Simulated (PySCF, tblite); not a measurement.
# C6H7N3: geometry, infrared bands and NMR shifts

Wanted: the infrared bands and NMR shifts of C6H7N3 (`C=Cc1nnncc1C`), by calculation.

Programs: tblite 0.8.0 and PySCF 2.14.0, with density-fitted response routines of our own. Each step states its level of theory. These are calculated values for one molecule in the gas phase, unless marked as measured. Atoms are numbered from 0 throughout.

### 1 The starting structure

16 atoms, charge 0, multiplicity 1; geometry from: force field or distance geometry start.

Bonds of the start (Å): C0–C1 1.33, C1–C2 1.48, C2–N3 1.37, N3–N4 1.31, N4–N5 1.30, N5–C6 1.34, C6–C7 1.37, C7–C8 1.50, C7–C2 1.37, C0–H9 1.09, C0–H10 1.09, C1–H11 1.09, C6–H12 1.08, C8–H13 1.09, C8–H14 1.09, C8–H15 1.09.

### 2 Geometry optimisation with GFN2-xTB

What the job is given:

```
{"job": {"kind": "relax", "xc": "GFN2-xTB", "basis": "xTB"}, "charge": 0, "multiplicity": 1}
C     -2.797000    -0.015900    -0.009400
C     -1.541000    -0.426500     0.090800
C     -0.342400     0.432600    -0.048600
N     -0.597900     1.746000    -0.328800
N      0.395900     2.582300    -0.464700
N      1.633900     2.211300    -0.375500
C      1.902800     0.922700    -0.109900
C      0.941600    -0.035500     0.073600
C      1.304400    -1.459400     0.364100
H     -3.062700     1.020700    -0.218500
H     -3.633700    -0.708800     0.114200
H     -1.363600    -1.482800     0.317900
H      2.955200     0.688800    -0.028700
H      0.893800    -1.766400     1.327200
H      0.920200    -2.111500    -0.420200
H      2.383000    -1.588700     0.423300
```

Command:

```sh
> OMP_NUM_THREADS=1 python probes_run.py task.json out
```

This one command runs all jobs of the session in turn.

**Question.** This job is followed by: GFN2-xTB harmonic vibrations, gas phase; GIAO PBE0/pcSseg-1 NMR shielding, non-relativistic, gas phase. Predict these results of the whole session: strongest single infrared mode (GFN2-xTB); zero-point energy (GFN2-xTB); 13C shifts against TMS (PBE0/pcSseg-1); 1H shifts against TMS (PBE0/pcSseg-1, means over atoms taken as alike); 15N shifts against NH3 (PBE0/pcSseg-1).

As calculated:

```
                                                              quantity                                        value
                             strongest single infrared mode (GFN2-xTB)                        1508 cm⁻¹, 102 km/mol
                                          zero-point energy (GFN2-xTB)                                75.6 kcal/mol
                                13C shifts against TMS (PBE0/pcSseg-1)  156.2, 155.7, 136.9, 134.9, 129.0, 17.0 ppm
1H shifts against TMS (PBE0/pcSseg-1, means over atoms taken as alike)             8.99, 8.38, 7.15, 6.41, 2.35 ppm
                                15N shifts against NH3 (PBE0/pcSseg-1)                      521.5, 433.6, 419.3 ppm
```

**Reading.** Relaxing lowered the energy by 0.125 eV in 35 steps; the close pair that moved most is C2–C7, from 1.372 to 1.408 Å. All 42 modes are real, so the xTB geometry is a minimum. The strongest single mode, at 1508 cm⁻¹, is spread over many atoms; the largest shares are those of C6, C7. GFN2-xTB is a fitted tight-binding method: band positions and strengths are rough. Its intensities can rank the bands wrongly. At PBE0/pcSseg-1: The widest tensor belongs to N4: span 930 ppm, with a paramagnetic part of -565 ppm. NICS(1)zz of -25 ppm above the planar ring from C2 marks a diatropic (aromatic) ring current.
